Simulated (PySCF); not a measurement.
# C7H12SSi: geometry, NMR shifts

Wanted: the NMR shifts of C7H12SSi (`C#C/C(CC)=C(/C)S[SiH3]`), by calculation.

The runs use PySCF 2.14.0, with density-fitted response routines of our own; the level of theory stands in each step. All values are computed, except where a source is named. Atoms are numbered from 0 throughout.

## 1. The molecule as given

21 atoms, charge 0, multiplicity 1; geometry from: GFN2-xTB.

Bonds of the start (Å): C0–C1 1.20, C1–C2 1.41, C2–C3 1.51, C3–C4 1.53, C2–C5 1.34, C5–C6 1.49, C5–S7 1.79, S7–Si8 2.14, C0–H9 1.05, C3–H10 1.09, C3–H11 1.09, C4–H12 1.09, C4–H13 1.09, C4–H14 1.09, C6–H15 1.09, C6–H16 1.09, C6–H17 1.09, Si8–H18 1.46, Si8–H19 1.45, Si8–H20 1.46.

## 2. Relaxing the molecule at PBE0-D3(BJ)/def2-SVP

What the job is given:

```
{"job": {"xc": "PBE0", "basis": "def2-SVP", "d3": "d3bj", "grid": 1, "kind": "geom"}, "charge": 0, "multiplicity": 1}
C      0.342950    -2.860099    -0.397905
C      0.061579    -1.711107    -0.189163
C     -0.298923    -0.374206     0.096762
C     -1.366648    -0.220749     1.152949
C     -2.758359    -0.306055     0.526220
C      0.261547     0.645732    -0.564855
C     -0.050611     2.093961    -0.391641
S      1.510690     0.322885    -1.811700
Si     3.210208     0.084701    -0.532922
H      0.596829    -3.857285    -0.601026
H     -1.249612     0.728220     1.678058
H     -1.251795    -1.026535     1.881587
H     -2.901544     0.494668    -0.196115
H     -2.878878    -1.256160     0.010504
H     -3.525850    -0.225805     1.293156
H      0.753743     2.587327     0.157342
H     -0.985898     2.251356     0.138110
H     -0.116243     2.565049    -1.371045
H      3.397214     1.334670     0.199540
H      4.286835    -0.171771    -1.471404
H      2.953845    -1.009299     0.393076
```

Started as:

```sh
OMP_NUM_THREADS=1 python probes_run.py task.json out
```

This one command runs all jobs of the session in turn.

Standard output:

```text
step   0  E = -960.58934022  max force = 0.020002
step   1  E = -960.59444639  max force = 0.003136
step   2  E = -960.59457247  max force = 0.000725
step   3  E = -960.59463411  max force = 0.003836
step   4  E = -960.59473520  max force = 0.001657
step   5  E = -960.59480161  max force = 0.000770
step   6  E = -960.59485450  max force = 0.001294
step   7  E = -960.59488794  max force = 0.000612
step   8  E = -960.59491630  max force = 0.000211
step   9  E = -960.59492663  max force = 0.000422
optimisation converged
```

It took 10 min on 1 thread, shared host.

Relaxation path:

| step | energy from step 0 (eV) | largest force component (eV/Å) |
| --- | --- | --- |
| 0 | 0.0000 | 1.0285 |
| 1 | -0.1389 | 0.1613 |
| 2 | -0.1424 | 0.0373 |
| 3 | -0.1441 | 0.1973 |
| 4 | -0.1468 | 0.0852 |
| 5 | -0.1486 | 0.0396 |
| 6 | -0.1501 | 0.0665 |
| 7 | -0.1510 | 0.0315 |
| 8 | -0.1517 | 0.0109 |
| 9 | -0.1520 | 0.0217 |

Distances of close pairs at the start and the end, largest changes first:

| bond | before (Å) | after (Å) | change (Å) |
| --- | --- | --- | --- |
| Si8–H19 | 1.451 | 1.493 | +0.042 |
| Si8–H20 | 1.456 | 1.491 | +0.035 |
| Si8–H18 | 1.461 | 1.495 | +0.034 |
| C0–H9 | 1.049 | 1.074 | +0.025 |
| C2–C5 | 1.339 | 1.357 | +0.019 |
| C1–C2 | 1.414 | 1.428 | +0.014 |
| C0–C1 | 1.201 | 1.215 | +0.013 |
| C6–H17 | 1.089 | 1.102 | +0.013 |

The final coordinates are the input of the step that follows.

| at the end point | value |
| --- | --- |
| point group (found at 0.08 Å tolerance) | C1 |
| rotational constants (GHz, main isotopes) | 1.652, 0.795, 0.635 |
| dipole moment (D) | 1.67 |

## 3. Nuclear shieldings: PBE0/pcSseg-1 in water

What the job is given:

```
{"job": {"kind": "nmr", "xc": "PBE0", "basis": "pcSseg-1", "solvent": "water", "pop": true}, "charge": 0, "multiplicity": 1}
C      0.388592    -3.135356    -0.073163
C      0.167147    -1.956089     0.115055
C     -0.161202    -0.598492     0.411320
C     -1.244826    -0.419338     1.452139
C     -2.641443    -0.635794     0.878549
C      0.436642     0.429779    -0.242446
C      0.127167     1.878227    -0.051945
S      1.676406     0.108471    -1.501469
Si     3.332186    -0.116046    -0.152358
H      0.605768    -4.169096    -0.265944
H     -1.170556     0.578147     1.907787
H     -1.061939    -1.143627     2.261490
H     -2.866693     0.105077     0.096315
H     -2.729158    -1.635024     0.425934
H     -3.408213    -0.549013     1.663087
H      1.028043     2.426063     0.269841
H     -0.670293     2.052104     0.681769
H     -0.180894     2.324530    -1.010921
H      3.416748     1.076244     0.745139
H      4.556724    -0.197678    -1.002127
H      3.208010    -1.347155     0.679957
```

Method: GIAO PBE0/pcSseg-1 NMR shielding, non-relativistic, IEF-PCM water.

Standard output:

```text
coarse grid: 18296 points
cycle   1  E = -960.8217546182  dE =  8.352e-01  |g| = 4.262e-01  |ddm| = 4.362e+00
cycle   2  E = -960.8236019196  dE = -1.847e-03  |g| = 4.273e-01  |ddm| = 9.149e-01
cycle   3  E = -960.8686929319  dE = -4.509e-02  |g| = 8.944e-02  |ddm| = 4.530e-01
cycle   4  E = -960.8703245356  dE = -1.632e-03  |g| = 4.341e-02  |ddm| = 1.357e-01
cycle   5  E = -960.8708007535  dE = -4.762e-04  |g| = 8.055e-03  |ddm| = 5.229e-02
cycle   6  E = -960.8708133402  dE = -1.259e-05  |g| = 3.761e-03  |ddm| = 1.017e-02
cycle   7  E = -960.8708162958  dE = -2.956e-06  |g| = 1.515e-03  |ddm| = 3.566e-03
final grid: 166592 points
cycle   8  E = -960.9291308447  dE = -4.001e-05  |g| = 8.729e-03  |ddm| = 5.322e-02
cycle   9  E = -960.9291224902  dE =  8.354e-06  |g| = 1.052e-02  |ddm| = 2.003e-02
cycle  10  E = -960.9291497544  dE = -2.726e-05  |g| = 1.465e-03  |ddm| = 1.096e-02
cycle  11  E = -960.9291502675  dE = -5.131e-07  |g| = 3.748e-04  |ddm| = 1.496e-03
cycle  12  E = -960.9291502986  dE = -3.117e-08  |g| = 1.287e-04  |ddm| = 4.623e-04
cycle  13  E = -960.9291503025  dE = -3.831e-09  |g| = 5.178e-05  |ddm| = 1.705e-04
cycle  14  E = -960.9291503031  dE = -6.332e-10  |g| = 1.547e-05  |ddm| = 6.622e-05
converged SCF energy = -960.9291503031

GIAO shielding tensors (ppm)
atom      isotropic    diamagn.    paramagn.     s11        s22        s33       span
  0 C       91.276     261.009    -169.733     33.858     46.386    193.583    159.725
  1 C       97.383     255.540    -158.157     -9.075      3.513    297.712    306.787
  2 C       43.861     260.632    -216.772    -65.159     64.212    132.530    197.689
  3 C      152.895     244.074     -91.179    135.664    152.827    170.193     34.528
  4 C      169.489     246.177     -76.689    155.558    167.281    185.627     30.069
  5 C       36.424     263.654    -227.230    -70.568     49.275    130.563    201.131
  6 C      160.220     248.358     -88.139    147.108    151.707    181.844     34.736
  7 S      601.571    1058.874    -457.303    436.077    498.751    869.885    433.807
  8 Si     404.164     878.371    -474.206    359.623    393.503    459.367     99.745
  9 H       27.412      33.840      -6.428     23.178     23.856     35.202     12.024
 10 H       28.557      31.453      -2.897     24.082     29.172     32.416      8.334
 11 H       29.239      29.403      -0.164     24.984     28.459     34.276      9.292
 12 H       30.393      29.683       0.710     25.887     29.730     35.561      9.675
 13 H       29.962      28.873       1.089     25.244     29.720     34.922      9.678
 14 H       30.095      26.582       3.513     25.761     26.613     37.912     12.151
 15 H       29.125      29.871      -0.746     24.430     28.472     34.474     10.044
 16 H       28.625      31.585      -2.960     22.811     29.371     33.693     10.881
 17 H       29.209      29.507      -0.298     25.136     27.227     35.264     10.128
 18 H       26.743      28.386      -1.643     22.825     25.499     31.905      9.079
 19 H       26.698      27.363      -0.666     23.226     23.918     32.949      9.724
 20 H       26.569      28.672      -2.103     21.991     26.680     31.034      9.042
```

Wall time 2.3 min (1 thread, shared host).

The references, computed at this level on geometries of the same kind, shield at (ppm): 1H TMS 31.24, 13C TMS 185.5, 29Si TMS 351.8, 33S CS2 495. Their shielding less the atom's gives the shift. The references are single molecules in the same continuum. Atoms listed in one row are averaged.

| atoms | environment | σ (ppm) | δ (ppm) |
| --- | --- | --- | --- |
| C5 | fully substituted alkene carbon | 36.4 | 149.1 |
| C2 | fully substituted alkene carbon | 43.9 | 141.6 |
| C0 | terminal alkyne carbon | 91.3 | 94.2 |
| C1 | alkyne carbon | 97.4 | 88.1 |
| C3 | allylic sp3 CH2 | 152.9 | 32.6 |
| C6 | allylic methyl carbon | 160.2 | 25.3 |
| C4 | methyl carbon | 169.5 | 16.0 |
| H18, H19, H20 | hydrogen on a silicon bonded to S | 26.67 | 4.57 |
| H9 | hydrogen on a terminal alkyne carbon | 27.41 | 3.83 |
| H10, H11 | hydrogen on an allylic sp3 CH2 | 28.90 | 2.34 |
| H15, H16, H17 | hydrogen on an allylic methyl carbon | 28.99 | 2.25 |
| H12, H13, H14 | hydrogen on a methyl carbon | 30.15 | 1.09 |
| S7 | sulfur bonded to C, Si | 602 | -106 |
| Si8 | silicon bonded to S, 3 H | 404.2 | -52.4 |

Charges from the same density, by scheme (e):

| atoms | Mulliken | IAO | Hirshfeld | ESP fit |
| --- | --- | --- | --- | --- |
| C0 | -0.42 | -0.25 | -0.11 | -0.45 |
| C1 | 0.34 | -0.05 | -0.06 | 0.04 |
| C2 | -0.16 | -0.03 | 0.00 | -0.32 |
| C3 | -0.16 | -0.25 | -0.06 | 0.27 |
| C4 | -0.29 | -0.41 | -0.11 | -0.37 |
| C5 | -0.47 | -0.08 | 0.01 | 0.45 |
| C6 | -0.13 | -0.42 | -0.12 | -0.77 |
| S7 | -0.20 | -0.17 | -0.10 | -0.34 |
| Si8 | 0.48 | 0.53 | 0.28 | 0.34 |

Mayer bond orders: C0–C1 2.36, C1–C2 1.06, C2–C3 1.08, C3–C4 1.04, C2–C5 1.64, C5–C6 1.08, C5–S7 1.09, S7–Si8 0.91.

## 4. What came out

| quantity | value |
| --- | --- |
| point group | C1 |
| rotational constants (main isotopes) | 1.65, 0.80, 0.63 GHz |
| 13C shifts against TMS (PBE0/pcSseg-1, water) | 149.1, 141.6, 94.2, 88.1, 32.6, 25.3, 16.0 ppm |
| 1H shifts against TMS (PBE0/pcSseg-1, water, means over atoms taken as alike) | 4.57, 3.83, 2.34, 2.25, 1.09 ppm |
| 33S shifts against CS2 (PBE0/pcSseg-1, water) | -106 ppm |
| 29Si shifts against TMS (PBE0/pcSseg-1, water) | -52.4 ppm |

**Reading.** Relaxing lowered the energy by 0.152 eV in 9 steps; the close pair that moved most is Si8–H19, from 1.451 to 1.493 Å. No frequency check was run at this level, so the end point may be a saddle. At PBE0/pcSseg-1: Shielding is most anisotropic at S7 (span 434 ppm, paramagnetic term -457 ppm).
